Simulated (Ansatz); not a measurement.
Predict the output of the script below (Ansatz 0.2.0 through its Python package).

Script `run_vcrelax.py`:
```python
"""Variable-cell relaxation of C."""

import logging
import sys
import warnings

import ansatz as az
from ase import Atoms
from ase.data import atomic_numbers
from ase.neighborlist import neighbor_list
import numpy as np
import spglib

logging.basicConfig(stream=sys.stdout, format="[%(levelname)s] %(message)s")
log = logging.getLogger("c")
log.setLevel(logging.INFO)

FILLING = "cold"
XC = "LDA"
MESH = (12, 12, 12)
FMAX = 0.02

def edges_and_angles(cell):
    cell = np.asarray(cell)
    a, b, c = np.linalg.norm(cell, axis=1)
    cosines = cell[1] @ cell[2] / (b * c), cell[0] @ cell[2] / (a * c), cell[0] @ cell[1] / (a * b)
    return (a, b, c, *np.degrees(np.arccos(cosines)))

warnings.simplefilter("ignore", az.DeckWarning)

system = (
    az.Lattice.from_parameters(2.5221, 2.5221, 30.8893, alpha=90, beta=90, gamma=120)
    .space_group(166)
    .atom("C", (1 / 3, 2 / 3, 0.691667))
    .atom("C", (1 / 3, 2 / 3, 0.774967))
    .atom("C", (1 / 3, 2 / 3, 0.824967))
    .atom("C", (2 / 3, 1 / 3, 0.708333))
    .atom("C", (2 / 3, 1 / 3, 0.758333))
    .primitive()
)

# a pressure is positive in compression
calculation = system.calculation()
calculation = calculation.occupations(FILLING)
calculation = calculation.functional(XC).kpoints(mesh=MESH)
calculation = calculation.relax(force_tolerance=FMAX, max_steps=40, pressure=20).band_table()
steps = []


def collect(event):
    if event["event"] == "relax_step":
        steps.append(event["data"])


result = calculation.session().plan().execute(on_event=collect)
report = result.report
log.info("step   energy (eV)     max comp. (eV/A)   P (GPa)  SCF")
for s in steps:
    log.info(f"{s['step']:4d} {s['lagrangian_ev']:15.5f} {s['allowed_force_max_ev_ang']:12.4f} {s['pressure_gpa']:10.3f} {s['n_scf']:5d}")

first, last = steps[0], steps[-1]
symbols = [site.symbol for site in result.lattice.sites]
log.info(f"energy gained {first['lagrangian_ev'] - last['lagrangian_ev']:.4f} eV in {len(steps) - 1} steps")
for label, vectors in (("before", first["cell_ang"]), ("after", result.lattice.cell_ang)):
    print(label, "a b c (A) {:.4f} {:.4f} {:.4f}  angles {:.2f} {:.2f} {:.2f}".format(*edges_and_angles(vectors)), f" V = {abs(np.linalg.det(vectors)):.3f} A^3")
print("final stress xx yy zz (GPa, compression positive):", np.round(np.diag(report["stress_gpa"]), 3) + 0.0)

final = Atoms(symbols, positions=last["positions_ang"], cell=result.lattice.cell_ang, pbc=True)
i, j, d = neighbor_list("ijd", final, 4.5)
log.info("neighbours within 1.2 times the shortest distance of each atom (A)")
for atom in range(len(final)):
    near = [m for m in np.argsort(d) if i[m] == atom]
    shell = [m for m in near if d[m] < 1.2 * d[near[0]]]
    print(f"{symbols[atom]}{atom} ({len(shell)}):", ", ".join(f"{symbols[j[m]]} {d[m]:.3f}" for m in shell))

log.info("relaxed fractional positions")
for site in result.lattice.sites:
    print(f"  {site.symbol:2s}", " ".join(f"{v % 1:8.5f}" for v in np.round(site.position_frac, 5)))

log.info("atom   start x y z (A)              end x y z (A)")
for symbol, a, b in zip(symbols, first["positions_ang"], last["positions_ang"]):
    print(f"{symbol:3s}", " ".join(f"{v:8.4f}" for v in a), "  ", " ".join(f"{v:8.4f}" for v in b))

fractions = [site.position_frac for site in result.lattice.sites]
numbers = [atomic_numbers[s] for s in symbols]
for tolerance in (1e-3, 1e-2, 1e-1):
    print(f"space group at {tolerance} A:", spglib.get_spacegroup((result.lattice.cell_ang, fractions, numbers), symprec=tolerance))

for key in ("converged", "n_iterations", "n_electrons", "n_kpoints", "n_pw", "n_symmetry_ops", "free_energy_ev", "fermi_energy_ev"):
    log.info(f"{key:18s} {report[key]}")

gap = None if "band_edges_ev" not in report else report["band_edges_ev"][1] - report["band_edges_ev"][0]
print("gap on the k mesh:", "withheld (metal, or smearing too wide to tell)" if gap is None else f"{gap:.3f} eV")
print("lowest empty less highest filled band, by band count:", round(report["gap_by_band_count_ev"], 3), "eV")
```

```console
$ python run_vcrelax.py
[INFO] step   energy (eV)     max comp. (eV/A)   P (GPa)  SCF
[INFO]    1     -2429.76912       0.3580    -12.670     6
[INFO]    2     -2429.84322       0.3458      8.730     5
[INFO]    3     -2429.76716       0.5354     17.718     5
[INFO]    4     -2429.76116       0.0674     19.515     4
[INFO]    5     -2429.75648       0.0049     19.950     3
[INFO]    6     -2429.75591       0.0003     20.002     3
[INFO]    7     -2429.73328       0.0009     19.269     5
[INFO]    8     -2429.72512       0.0014     20.003     3
[INFO]    9     -2429.72452       0.0014     19.992     3
[INFO] energy gained -0.0446 eV in 8 steps
before a b c (A) 10.3989 10.3989 10.3989  angles 13.93 13.93 13.93  V = 56.721 A^3
after a b c (A) 10.2189 10.2189 10.2189  angles 13.82 13.82 13.82  V = 52.965 A^3
final stress xx yy zz (GPa, compression positive): [19.993 19.993 19.99 ]
[INFO] neighbours within 1.2 times the shortest distance of each atom (A)
C0 (4): C 1.507, C 1.508, C 1.508, C 1.508
C1 (4): C 1.507, C 1.508, C 1.508, C 1.508
C2 (4): C 1.507, C 1.507, C 1.507, C 1.508
C3 (4): C 1.507, C 1.507, C 1.507, C 1.508
C4 (4): C 1.506, C 1.506, C 1.506, C 1.508
C5 (4): C 1.506, C 1.506, C 1.506, C 1.508
C6 (4): C 1.508, C 1.508, C 1.508, C 1.531
C7 (4): C 1.508, C 1.508, C 1.508, C 1.531
C8 (4): C 1.507, C 1.507, C 1.507, C 1.531
C9 (4): C 1.507, C 1.507, C 1.507, C 1.531
[INFO] relaxed fractional positions
  C   0.02481  0.02481  0.02481
  C   0.97519  0.97519  0.97519
  C   0.10870  0.10870  0.10870
  C   0.89130  0.89130  0.89130
  C   0.15836  0.15836  0.15836
  C   0.84164  0.84164  0.84164
  C   0.37488  0.37488  0.37488
  C   0.62512  0.62512  0.62512
  C   0.42530  0.42530  0.42530
  C   0.57470  0.57470  0.57470
[INFO] atom   start x y z (A)              end x y z (A)
C     0.0000  -0.0000   0.7722      0.0000  -0.0000   0.7534
C     0.0000   0.0000  30.1171      0.0000   0.0000  29.6061
C     0.0000   0.0000   3.3453      0.0000   0.0000   3.3000
C     0.0000   0.0000  27.5440      0.0000   0.0000  27.0594
C     0.0000   0.0000   4.8898      0.0000   0.0000   4.8078
C     0.0000   0.0000  25.9995      0.0000   0.0000  25.5517
C     0.0000   0.0000  11.5835      0.0000   0.0000  11.3812
C     0.0000   0.0000  19.3058      0.0000   0.0000  18.9782
C     0.0000   0.0000  13.1279      0.0000   0.0000  12.9120
C     0.0000   0.0000  17.7614      0.0000   0.0000  17.4475
space group at 0.001 A: R-3m (166)
space group at 0.01 A: R-3m (166)
space group at 0.1 A: R-3m (166)
[INFO] converged          True
[INFO] n_iterations       3
[INFO] n_electrons        40.0
[INFO] n_kpoints          189
[INFO] n_pw               987
[INFO] n_symmetry_ops     12
[INFO] free_energy_ev     -2429.7245166308107
[INFO] fermi_energy_ev    16.84000751503402
gap on the k mesh: 4.639 eV
lowest empty less highest filled band, by band count: 4.639 eV
```

Reading the output:
- Total energies depend on the potentials; only differences at equal settings carry meaning. A total without «per atom» is that of the whole cell that was run.
- Semilocal gaps usually lie well under measured ones.
- Part of the cell is held or a pressure is applied, so the end point needn't be the zero-pressure lattice.
- At a fixed pressure a relaxation lowers the enthalpy F + PV, while F alone can rise.
- Only differences from the Fermi energy are physical; the zero of the scale is a convention.
- Energies along a relaxation are free energies. Rows at an unchanged volume are solved on a plane-wave basis chosen afresh for that cell, so the energy can jump there; the script counts such rows among its steps.
- Edges and angles are those of the cell as typed, here a primitive one, not of the conventional cell.
- Symmetry holds the cell in this phase, whether or not it is the stable one at this pressure.
- An opening on this mesh may only mean that it misses a point where bands touch.
- Levels are Kohn-Sham eigenvalues on this mesh.
- Hardware and time: 2.3 min on 1 thread of Arm Neoverse V2 (shared host), peak memory 0.61 GiB.
